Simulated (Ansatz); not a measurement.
**C4H10Mg: basis-set convergence**

The task here is to estimate one member of a computed series from the others.

Computed with Ansatz 0.2.0, Gaussian basis. Level: one geometry, several basis sets.

Plan: PBE0-D4/def2-SVP; ωB97M-V/def2-SVP; PBE0-D4/def2-QZVPP; ωB97M-V/def2-QZVPP; the functionals' def2-TZVPP values are taken from earlier runs.

### The geometry

The geometry comes from an earlier relaxation with PBE0-D4 in a triple-zeta def2 set; it is a stationary point, not always the lowest conformer.

SMILES `C[CH2][Mg][CH2]C`, 15 atoms, charge 0, spin multiplicity 1.

Atoms are counted from 1 here; the program's logs count them from 0.

Bond lengths: C1–C2 1.531 Å, C1–H6 1.095 Å, C1–H7 1.097 Å, C1–H8 1.095 Å, C2–Mg3 2.106 Å, C2–H9 1.098 Å, C2–H10 1.098 Å, Mg3–C4 2.106 Å, C4–C5 1.531 Å, C4–H11 1.098 Å, C4–H12 1.098 Å, C5–H13 1.095 Å, C5–H14 1.097 Å, C5–H15 1.095 Å. Angles: C2–C1–H6 112.0°, C2–C1–H7 112.8°, C2–C1–H8 112.0°, H6–C1–H7 106.5°, H6–C1–H8 106.5°, H7–C1–H8 106.5°, C1–C2–Mg3 116.2°, C1–C2–H9 109.5°, C1–C2–H10 109.5°, Mg3–C2–H9 108.2°, Mg3–C2–H10 108.2°, H9–C2–H10 104.7°, C2–Mg3–C4 179.4°, Mg3–C4–C5 116.2°, Mg3–C4–H11 108.2°, Mg3–C4–H12 108.2°, C5–C4–H11 109.5°, C5–C4–H12 109.5° and more.

The first run:

The input, in.yaml:

```yaml
crystal:
  periodic: [false, false, false]
  atoms:
    - {symbol: C, position_ang: [0.446976, 2.056507, 1.918572]}
    - {symbol: C, position_ang: [1.170797, 0.717342, 1.755185]}
    - {symbol: Mg, position_ang: [0.509449, -0.511828, 0.178600]}
    - {symbol: C, position_ang: [-0.168062, -1.724871, -1.403596]}
    - {symbol: C, position_ang: [-1.340121, -1.177383, -2.222454]}
    - {symbol: H, position_ang: [-0.624382, 1.924959, 2.101788]}
    - {symbol: H, position_ang: [0.835534, 2.650650, 2.755101]}
    - {symbol: H, position_ang: [0.534949, 2.682903, 1.024949]}
    - {symbol: H, position_ang: [1.097458, 0.145528, 2.689769]}
    - {symbol: H, position_ang: [2.246017, 0.896547, 1.622587]}
    - {symbol: H, position_ang: [-0.436524, -2.706925, -0.992139]}
    - {symbol: H, position_ang: [0.681455, -1.925439, -2.069850]}
    - {symbol: H, position_ang: [-1.100197, -0.218458, -2.693174]}
    - {symbol: H, position_ang: [-1.646684, -1.853184, -3.030585]}
    - {symbol: H, position_ang: [-2.228465, -1.007248, -1.605553]}
basis:
  gaussian: {orbitals: def2-SVP}
hamiltonian: {xc: pbe0, dispersion: d4}
output: {orbitals: {seedname: orbitals}}
```

Launch:

```bash
$ ansatz run in.yaml --threads 2 --pin off --events-out ev --progress --plain --max-ram 22528MiB --backend cpu
```

Steps of the session up to this table: PBE0-D4 in def2-SVP; ωB97M-V in def2-SVP; PBE0-D4 in def2-QZVPP; ωB97M-V in def2-QZVPP.

One table of the session follows, with a row left open; its other results are not shown here.

It belongs to the step «Functionals by basis». 

| functional | basis | HOMO (eV) |
| --- | --- | --- |
| PBE0-D4 | def2-SVP | -5.90 |
| PBE0-D4 | def2-TZVPP | -5.89 |
| PBE0-D4 | def2-QZVPP | -5.89 |
| ωB97M-V | def2-SVP | ? |
| ωB97M-V | def2-TZVPP | -8.06 |
| ωB97M-V | def2-QZVPP | -8.05 |

**Question.** Estimate the row for ωB97M-V, def2-SVP.

The run gave: HOMO (eV): -8.07. In the column «HOMO (eV)» it is the lowest.
